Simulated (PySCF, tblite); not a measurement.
# C4H13BN2O: geometry, infrared bands and NMR shifts

Aim: predict the infrared bands and NMR shifts of C4H13BN2O (`CC[B@H-]([NH3+])NC(C)=O`).

The runs use tblite 0.8.0 and PySCF 2.14.0, with density-fitted response routines of our own; the level of theory stands in each step. All values are computed, except where a source is named. Atoms are numbered from 0 throughout.

**1. The molecule as given**

21 atoms, charge 0, multiplicity 1; geometry from: force field or distance geometry start.

Bonds of the start (Å): C0–C1 1.54, C1–B2 1.59, B2–N3 1.55, B2–N4 1.49, N4–C5 1.42, C5–C6 1.50, C5–O7 1.24, C0–H8 1.12, C0–H9 1.09, C0–H10 1.10, C1–H11 1.13, C1–H12 1.09, B2–H13 1.20, N3–H14 1.04, N3–H15 1.08, N3–H16 1.02, N4–H17 1.05, C6–H18 1.13, C6–H19 1.12, C6–H20 1.10.

**2. Relaxing the molecule with GFN2-xTB**

The job: settings as JSON, then the geometry in Å.

```
{"job": {"kind": "relax", "xc": "GFN2-xTB", "basis": "xTB"}, "charge": 0, "multiplicity": 1}
C     -1.702400    -1.477400    -0.495300
C     -1.542200     0.049000    -0.545700
B     -0.640600     0.447300     0.697500
N     -0.815200     1.978000     0.881900
N      0.818400     0.172400     0.600700
C      1.481500    -0.420500    -0.507700
C      2.969000    -0.625400    -0.452400
O      0.853200    -0.765300    -1.514500
H     -2.694800    -1.690100    -0.025600
H     -1.683500    -1.854100    -1.513200
H     -0.969200    -1.920600     0.196000
H     -2.599200     0.428800    -0.452900
H     -1.182900     0.386500    -1.513700
H     -1.116900    -0.045800     1.677300
H     -1.787800     2.216400     0.585900
H     -0.729900     2.193500     1.938700
H     -0.113700     2.493000     0.343900
H      1.428200     0.439600     1.418800
H      3.254800    -0.869200     0.613700
H      3.499700     0.303000    -0.783500
H      3.264400    -1.422000    -1.150300
```

Command:

```
OMP_NUM_THREADS=1 python probes_run.py task.json out
```

This one command runs all jobs of the session in turn.

**Question.** This job is followed by: GFN2-xTB harmonic vibrations, gas phase; GIAO PBE0/pcSseg-1 NMR shielding, non-relativistic, gas phase. What will the session give for the following? strongest single infrared mode (GFN2-xTB); zero-point energy (GFN2-xTB); 13C shifts against TMS (PBE0/pcSseg-1); 1H shifts against TMS (PBE0/pcSseg-1, means over atoms taken as alike); 11B shifts against BF3·OEt2 (PBE0/pcSseg-1); 15N shifts against NH3 (PBE0/pcSseg-1); 17O shifts against H2O (PBE0/pcSseg-1); surface potential, 1st and 99th percentile.

**Answer**, as computed:

```
                                                              quantity                                         value
                             strongest single infrared mode (GFN2-xTB)                        2569 cm⁻¹, 1397 km/mol
                                          zero-point energy (GFN2-xTB)                                112.8 kcal/mol
                                13C shifts against TMS (PBE0/pcSseg-1)                   180.2, 26.9, 20.9, 12.9 ppm
1H shifts against TMS (PBE0/pcSseg-1, means over atoms taken as alike)  6.20, 4.62, 2.76, 1.96, 0.96, 0.29, 0.23 ppm
                           11B shifts against BF3·OEt2 (PBE0/pcSseg-1)                                     -12.0 ppm
                                15N shifts against NH3 (PBE0/pcSseg-1)                               148.3, 41.0 ppm
                                17O shifts against H2O (PBE0/pcSseg-1)                                     346.9 ppm
                                 surface potential, 1st and 99th percentile                            -1.75 V and 2.06 V
```

**Reading.** The optimisation took 160 steps and gained 1.602 eV; among the close pairs (by a distance rule), N4–C5 changed most, from 1.421 to 1.321 Å. No mode is imaginary among the 57: a minimum at this level. The strongest single mode, at 2569 cm⁻¹, moves mainly H16. Unscaled tight-binding wavenumbers are off by several per cent, some by more. Its intensities can rank the bands wrongly. At PBE0/pcSseg-1: The largest span, 530 ppm, is at O7, where the paramagnetic term is -415 ppm.
